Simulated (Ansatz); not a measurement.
## Nudged elastic band run: Si8O16F, charge -1

Input file:

```yaml
crystal:
  lattice:
    - [-4.1501, -4.1501, 0.0]
    - [4.1501, -4.1501, 0.0]
    - [0.0, 0.0, 5.315]
  atoms:
    - { symbol: Si, position: [0.48668477, 0.49192676, 0.00070346] }
    - { symbol: Si, position: [-0.00512738, 0.49606514, 0.25236274] }
    - { symbol: O, position: [0.1864148, 0.52038907, -0.00575551] }
    - { symbol: O, position: [0.08193061, 0.20323072, 0.21182165] }
    - { symbol: O, position: [0.79735245, 0.49814498, 0.00610615] }
    - { symbol: O, position: [-0.00197768, 0.81575401, 0.24618449] }
    - { symbol: Si, position: [0.49600586, 0.49898915, 0.50099677] }
    - { symbol: Si, position: [-0.00746854, 0.51754231, 0.75222413] }
    - { symbol: O, position: [0.18767711, 0.50739273, 0.50289593] }
    - { symbol: O, position: [0.0024922, 0.20516227, 0.74877833] }
    - { symbol: O, position: [0.7994006, 0.55190667, 0.51220831] }
    - { symbol: O, position: [0.00223658, 0.81805632, 0.75172593] }
    - { symbol: Si, position: [0.0114857, 0.00736449, -0.00549538] }
    - { symbol: Si, position: [0.49758944, -0.00901279, 0.25597705] }
    - { symbol: O, position: [0.69837186, 0.00290911, 0.00617912] }
    - { symbol: O, position: [0.48894658, 0.68761228, 0.24648924] }
    - { symbol: O, position: [0.3150146, -0.01843467, -0.00583422] }
    - { symbol: O, position: [0.47090861, 0.30445333, 0.24681217] }
    - { symbol: Si, position: [-0.00961782, 0.01848678, 0.48840893] }
    - { symbol: Si, position: [0.49892823, -0.01454045, 0.75298119] }
    - { symbol: O, position: [0.67705414, -0.06327213, 0.51606495] }
    - { symbol: O, position: [0.48732064, 0.68139785, 0.75903829] }
    - { symbol: O, position: [0.30003173, -0.00670594, 0.5045315] }
    - { symbol: O, position: [0.49858688, 0.29655311, 0.74655686] }
    - { symbol: F, position: [0.79249275, 0.2274178, 0.38952932] }
total_charge: -1
basis:
  ecutwfc: 420.0
kpoints:
  mp_grid: { grid: [2, 2, 3] }
hamiltonian:
  xc: pbe
  dispersion: d3bj
scf:
  occupations: { method: gaussian, width: 0.02 }
  lower_state_search: "off"
  max_iter: 86
neb:
  images: 3
  f_tol: 0.05
  max_iterations: 50
  order_check: false
  spring: 50.0
  optimiser: fire
  final_atoms:
    - { symbol: Si, position: [0.49584927, 0.49938809, -0.00031333] }
    - { symbol: Si, position: [-0.0056004, 0.49593146, 0.24809353] }
    - { symbol: O, position: [0.18744138, 0.50743389, -0.00219212] }
    - { symbol: O, position: [0.08200316, 0.20311046, 0.28884414] }
    - { symbol: O, position: [0.79904699, 0.55274088, -0.01196759] }
    - { symbol: O, position: [-0.00187717, 0.81585585, 0.25455102] }
    - { symbol: Si, position: [0.4864654, 0.49232451, 0.49999589] }
    - { symbol: Si, position: [-0.00751985, 0.51780214, 0.74832944] }
    - { symbol: O, position: [0.18623316, 0.52047599, 0.50627203] }
    - { symbol: O, position: [0.0024061, 0.20535322, 0.75197543] }
    - { symbol: O, position: [0.79718271, 0.49837018, 0.49451634] }
    - { symbol: O, position: [0.00240292, 0.81826526, 0.74897938] }
    - { symbol: Si, position: [-0.00944463, 0.01873975, 0.01242479] }
    - { symbol: Si, position: [0.49746572, -0.00862762, 0.24485408] }
    - { symbol: O, position: [0.6772813, -0.06220221, -0.01514503] }
    - { symbol: O, position: [0.48881146, 0.6880329, 0.25417722] }
    - { symbol: O, position: [0.30016051, -0.00643833, -0.00384187] }
    - { symbol: O, position: [0.47088758, 0.30477078, 0.25384455] }
    - { symbol: Si, position: [0.01159644, 0.00743409, 0.50623287] }
    - { symbol: Si, position: [0.49916783, -0.01415585, 0.74772364] }
    - { symbol: O, position: [0.69845393, 0.003258, 0.49448382] }
    - { symbol: O, position: [0.48711003, 0.68192021, 0.74167407] }
    - { symbol: O, position: [0.31511934, -0.01808258, 0.50663719] }
    - { symbol: O, position: [0.49851081, 0.29700017, 0.75415704] }
    - { symbol: F, position: [0.79280855, 0.22862083, 0.11128218] }
```

Launched with:

```bash
$ ansatz run input.yaml --threads 2 --pin off --max-ram 5120MiB --backend cpu --events-out ev --progress --plain --runs-dir out
```

Output, in part (warnings, iteration lines):

```
NEB end point (image 0): max|allowed force component| = 1.297e-2 eV/Å (the criterion of neb.relax_end_points is 1.000e-2)
NEB end point (image 4): max|allowed force component| = 1.090e-2 eV/Å (the criterion of neb.relax_end_points is 1.000e-2)
NEB iter   1: max|band force component| = 7.415e0 eV/Å  barrier→ = 1.8305 eV  barrier← = 1.8306 eV  Δτ_max = 0.1321 Å  (43 SCF iters)
NEB iter   2: max|band force component| = 2.655e0 eV/Å  barrier→ = 0.9824 eV  barrier← = 0.9824 eV  Δτ_max = 0.0101 Å  (22 SCF iters)
NEB iter   3: max|band force component| = 2.156e0 eV/Å  barrier→ = 0.9225 eV  barrier← = 0.9226 eV  Δτ_max = 0.0184 Å  (18 SCF iters)
NEB iter   4: max|band force component| = 1.331e0 eV/Å  barrier→ = 0.8480 eV  barrier← = 0.8480 eV  Δτ_max = 0.0232 Å  (18 SCF iters)
NEB iter   5: max|band force component| = 6.600e-1 eV/Å  barrier→ = 0.8040 eV  barrier← = 0.8041 eV  Δτ_max = 0.0235 Å  (19 SCF iters)
NEB iter   6: max|band force component| = 1.385e0 eV/Å  barrier→ = 0.7912 eV  barrier← = 0.7912 eV  Δτ_max = 0.0061 Å  (19 SCF iters)
NEB iter   7: max|band force component| = 1.105e0 eV/Å  barrier→ = 0.7752 eV  barrier← = 0.7752 eV  Δτ_max = 0.0109 Å  (13 SCF iters)
NEB iter   8: max|band force component| = 6.304e-1 eV/Å  barrier→ = 0.7549 eV  barrier← = 0.7549 eV  Δτ_max = 0.0131 Å  (16 SCF iters)
NEB iter   9: max|band force component| = 4.954e-1 eV/Å  barrier→ = 0.7413 eV  barrier← = 0.7414 eV  CI = image 2  Δτ_max = 0.0120 Å  (16 SCF iters)
NEB iter  10: max|band force component| = 6.470e-1 eV/Å  barrier→ = 0.7336 eV  barrier← = 0.7337 eV  CI = image 2  Δτ_max = 0.0086 Å  (16 SCF iters)
NEB iter  11: max|band force component| = 6.763e-1 eV/Å  barrier→ = 0.7222 eV  barrier← = 0.7222 eV  CI = image 2  Δτ_max = 0.0090 Å  (18 SCF iters)
NEB iter  12: max|band force component| = 5.988e-1 eV/Å  barrier→ = 0.7031 eV  barrier← = 0.7031 eV  CI = image 2  Δτ_max = 0.0130 Å  (18 SCF iters)
NEB iter  13: max|band force component| = 3.531e-1 eV/Å  barrier→ = 0.6798 eV  barrier← = 0.6798 eV  CI = image 2  Δτ_max = 0.0155 Å  (18 SCF iters)
NEB iter  14: max|band force component| = 5.876e-1 eV/Å  barrier→ = 0.6625 eV  barrier← = 0.6625 eV  CI = image 2  Δτ_max = 0.0155 Å  (18 SCF iters)
NEB iter  15: max|band force component| = 8.767e-1 eV/Å  barrier→ = 0.6464 eV  barrier← = 0.6465 eV  CI = image 2  Δτ_max = 0.0195 Å  (16 SCF iters)
NEB iter  16: max|band force component| = 7.086e-1 eV/Å  barrier→ = 0.6187 eV  barrier← = 0.6188 eV  CI = image 2  Δτ_max = 0.0295 Å  (18 SCF iters)
NEB iter  17: max|band force component| = 3.498e-1 eV/Å  barrier→ = 0.5898 eV  barrier← = 0.5898 eV  CI = image 2  Δτ_max = 0.0320 Å  (18 SCF iters)
NEB iter  18: max|band force component| = 5.407e-1 eV/Å  barrier→ = 0.5662 eV  barrier← = 0.5662 eV  CI = image 2  Δτ_max = 0.0297 Å  (18 SCF iters)
NEB iter  19: max|band force component| = 3.922e-1 eV/Å  barrier→ = 0.5329 eV  barrier← = 0.5330 eV  CI = image 2  Δτ_max = 0.0375 Å  (19 SCF iters)
NEB iter  20: max|band force component| = 5.563e-1 eV/Å  barrier→ = 0.5092 eV  barrier← = 0.5092 eV  CI = image 2  Δτ_max = 0.0482 Å  (21 SCF iters)
NEB iter  21: max|band force component| = 3.307e-1 eV/Å  barrier→ = 0.4815 eV  barrier← = 0.4816 eV  CI = image 2  Δτ_max = 0.0615 Å  (21 SCF iters)
NEB iter  22: max|band force component| = 7.817e-1 eV/Å  barrier→ = 0.4569 eV  barrier← = 0.4569 eV  CI = image 2  Δτ_max = 0.0706 Å  (21 SCF iters)
NEB iter  23: max|band force component| = 5.881e-1 eV/Å  barrier→ = 0.4129 eV  barrier← = 0.4129 eV  CI = image 2  Δτ_max = 0.0767 Å  (21 SCF iters)
NEB iter  24: max|band force component| = 8.006e-1 eV/Å  barrier→ = 0.3634 eV  barrier← = 0.3635 eV  CI = image 2  Δτ_max = 0.0851 Å  (21 SCF iters)
NEB iter  25: max|band force component| = 1.026e0 eV/Å  barrier→ = 0.3329 eV  barrier← = 0.3330 eV  CI = image 2  Δτ_max = 0.0529 Å  (21 SCF iters)
NEB iter  26: max|band force component| = 1.434e0 eV/Å  barrier→ = 0.3301 eV  barrier← = 0.3301 eV  CI = image 2  Δτ_max = 0.0171 Å  (21 SCF iters)
NEB iter  27: max|band force component| = 4.031e-1 eV/Å  barrier→ = 0.2791 eV  barrier← = 0.2791 eV  CI = image 2  Δτ_max = 0.0197 Å  (18 SCF iters)
NEB iter  28: max|band force component| = 9.089e-1 eV/Å  barrier→ = 0.2881 eV  barrier← = 0.2881 eV  CI = image 2  Δτ_max = 0.0033 Å  (19 SCF iters)
NEB iter  29: max|band force component| = 7.906e-1 eV/Å  barrier→ = 0.2802 eV  barrier← = 0.2803 eV  CI = image 2  Δτ_max = 0.0062 Å  (13 SCF iters)
NEB iter  30: max|band force component| = 5.744e-1 eV/Å  barrier→ = 0.2696 eV  barrier← = 0.2697 eV  CI = image 2  Δτ_max = 0.0081 Å  (16 SCF iters)
NEB iter  31: max|band force component| = 3.424e-1 eV/Å  barrier→ = 0.2626 eV  barrier← = 0.2627 eV  CI = image 2  Δτ_max = 0.0085 Å  (16 SCF iters)
NEB iter  32: max|band force component| = 3.459e-1 eV/Å  barrier→ = 0.2619 eV  barrier← = 0.2619 eV  CI = image 2  Δτ_max = 0.0010 Å  (16 SCF iters)
NEB iter  33: max|band force component| = 3.149e-1 eV/Å  barrier→ = 0.2605 eV  barrier← = 0.2605 eV  CI = image 2  Δτ_max = 0.0018 Å  (12 SCF iters)
NEB iter  34: max|band force component| = 3.190e-1 eV/Å  barrier→ = 0.2582 eV  barrier← = 0.2583 eV  CI = image 2  Δτ_max = 0.0026 Å  (13 SCF iters)
NEB iter  35: max|band force component| = 3.219e-1 eV/Å  barrier→ = 0.2561 eV  barrier← = 0.2561 eV  CI = image 2  Δτ_max = 0.0035 Å  (15 SCF iters)
NEB iter  36: max|band force component| = 3.200e-1 eV/Å  barrier→ = 0.2542 eV  barrier← = 0.2543 eV  CI = image 2  Δτ_max = 0.0044 Å  (15 SCF iters)
NEB iter  37: max|band force component| = 3.172e-1 eV/Å  barrier→ = 0.2524 eV  barrier← = 0.2524 eV  CI = image 2  Δτ_max = 0.0052 Å  (15 SCF iters)
NEB iter  38: max|band force component| = 3.154e-1 eV/Å  barrier→ = 0.2499 eV  barrier← = 0.2500 eV  CI = image 2  Δτ_max = 0.0066 Å  (15 SCF iters)
NEB iter  39: max|band force component| = 2.629e-1 eV/Å  barrier→ = 0.2465 eV  barrier← = 0.2466 eV  CI = image 2  Δτ_max = 0.0083 Å  (15 SCF iters)
NEB iter  40: max|band force component| = 2.125e-1 eV/Å  barrier→ = 0.2429 eV  barrier← = 0.2430 eV  CI = image 2  Δτ_max = 0.0101 Å  (15 SCF iters)
NEB iter  41: max|band force component| = 1.586e-1 eV/Å  barrier→ = 0.2402 eV  barrier← = 0.2402 eV  CI = image 2  Δτ_max = 0.0118 Å  (15 SCF iters)
NEB iter  42: max|band force component| = 1.745e-1 eV/Å  barrier→ = 0.2377 eV  barrier← = 0.2377 eV  CI = image 2  Δτ_max = 0.0132 Å  (16 SCF iters)
NEB iter  43: max|band force component| = 8.607e-2 eV/Å  barrier→ = 0.2351 eV  barrier← = 0.2351 eV  CI = image 2  Δτ_max = 0.0145 Å  (17 SCF iters)
NEB iter  44: max|band force component| = 1.266e-1 eV/Å  barrier→ = 0.2344 eV  barrier← = 0.2344 eV  CI = image 2  Δτ_max = 0.0003 Å  (18 SCF iters)
NEB iter  45: max|band force component| = 1.119e-1 eV/Å  barrier→ = 0.2342 eV  barrier← = 0.2343 eV  CI = image 2  Δτ_max = 0.0006 Å  (9 SCF iters)
NEB iter  46: max|band force component| = 8.463e-2 eV/Å  barrier→ = 0.2340 eV  barrier← = 0.2341 eV  CI = image 2  Δτ_max = 0.0008 Å  (12 SCF iters)
NEB iter  47: max|band force component| = 4.877e-2 eV/Å  barrier→ = 0.2338 eV  barrier← = 0.2339 eV  CI = image 2  Δτ_max = 0.0000 Å  (12 SCF iters)
```

The run converged. The order of the stationary point at the top wasn't checked. Limits of this set-up: coarse k mesh, charged cell in a uniform background, uncorrected.

Final band (atoms are numbered from 1 in the order of the input):

```tsv
image	path coordinate (Å)	energy (eV)	Si19–F25 (Å)	Si13–F25 (Å)
0	0.00	0.000	1.77	2.78
1	0.69	0.006	2.34	2.92
2	1.38	0.234	2.57	2.58
3	2.06	0.006	2.91	2.34
4	2.75	0.000	2.78	1.77
```

Run time: 9.7 min on 2 threads of Intel(R) Xeon(R) Platinum 8375C CPU @ 2.90GHz (Ice Lake), on a shared host, peak memory 1 GiB.
